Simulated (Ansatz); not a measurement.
# EuCd: how the settings move a single-point run

How sensitive is a single-point run of EuCd to its settings? A reference run comes first, then one run with altered input.

Method: reference: DFT, r2SCAN+U, PAW with Ansatz's default frozen-core files, scalar-relativistic, in Ansatz 0.2.0.

1 further run of the same task is left out (it didn't finish).

### 1 The system as given

Symmetry: Pm-3m, No. 221, cubic system. Conventional cell: a = 3.917 Å, b = 3.917 Å, c = 3.917 Å, α = 90.00°, β = 90.00°, γ = 90.00°. Eu (site symmetry m-3m) has 8 Cd at 3.39 Å as nearest neighbours. Around Cd (site symmetry m-3m) lie 8 Eu at 3.39 Å.

As a file:

```
Eu Cd
1.0
     3.91685    0.00000    0.00000
     0.00000    3.91685    0.00000
     0.00000    0.00000    3.91685
Eu Cd
1 1
Direct
  0.50000 0.50000 0.50000
  0.00000 0.00000 0.00000
```

### 2 Reference

Input file input.yaml:

```yaml
crystal:
  lattice:
    - [3.91685441, 0.0, 0.0]
    - [0.0, 3.91685441, 0.0]
    - [0.0, 0.0, 3.91685441]
  atoms:
    - { symbol: Eu, position: [0.5, 0.5, 0.5], spin: 7.0 }
    - { symbol: Cd, position: [0.0, 0.0, 0.0] }
magnetization:
  spin_polarized: true
kpoints:
  mp_grid: { grid: [7, 7, 7] }
scf:
  occupations: { method: fermi_dirac, width: 0.03 }
hamiltonian:
  xc: r2scan
  pseudopotentials: { kind: paw }
  hubbard: { sites: [{ species: Eu, l: f, u_eff: 4 }] }
output:
  forces: true
  stress: true
  eigenvalues: true
  hubbard: { sites: [{ species: Eu, l: f }] }
  populations: true
  dos: { projected: true, de: 0.1, e_range: [-10, 8] }
```

On the command line:

```
ansatz run input.yaml --threads 1 --pin off --max-ram 3072MiB --backend cpu --events-out ev --progress --plain --runs-dir out
```

### 3 Changing settings: projectors atomic

input.yaml: that of step 2 with these lines changed.

```diff
@@ -17,3 +17,3 @@
   pseudopotentials: { kind: paw }
-  hubbard: { sites: [{ species: Eu, l: f, u_eff: 4 }] }
+  hubbard: { sites: [{ species: Eu, l: f, u_eff: 4 }], projectors: atomic }
 output:
@@ -24,2 +24 @@
   populations: true
-  dos: { projected: true, de: 0.1, e_range: [-10, 8] }
```

Q: Predict the outcome of this session. Wanted: for each run, ending; energy change; pressure; abs. moment; force.

As calculated:

| run | ending | energy change | pressure (GPa) | abs. moment (μB) | force (eV/Å) | cycles | time |
| --- | --- | --- | --- | --- | --- | --- | --- |
| reference | converged | 0 | 1.0 | 7.44 | 0.00 | 18 | 7.5 s |
| 1: projectors atomic | converged | +12.8 meV/atom (U changed: no physical gain or loss) | 1.1 | 7.44 | 0.00 | 19 | 6.9 s |

Times don't compare one to one where runs were asked for different outputs or read a saved state (see the inputs); cycles may leave out searches for a lower state.

Residual by cycle in the longest SCF loop of each run; runs are numbered as in the table. The quantity is the density residual dr2, in eV.

```csv
cycle,reference,run 1
1,3.73,3.86
3,0.146,0.147
4,0.0559,0.0617
6,0.00733,0.00885
8,6.8e-4,0.0011
9,3.6e-4,4.0e-4
11,1.6e-5,1.9e-5
12,8.1e-6,9.6e-6
14,1.8e-6,2.3e-6
16,8.6e-8,1.2e-7
17,3.3e-8,4.6e-8
19,-,7.8e-9
```

**Reading.** Changing the Hubbard U moves the energy by +12.8 meV/atom. The U term adds an energy of its own, so the shift says nothing about which run is better. A changed U is a change of model: its shifts are not errors of convergence.
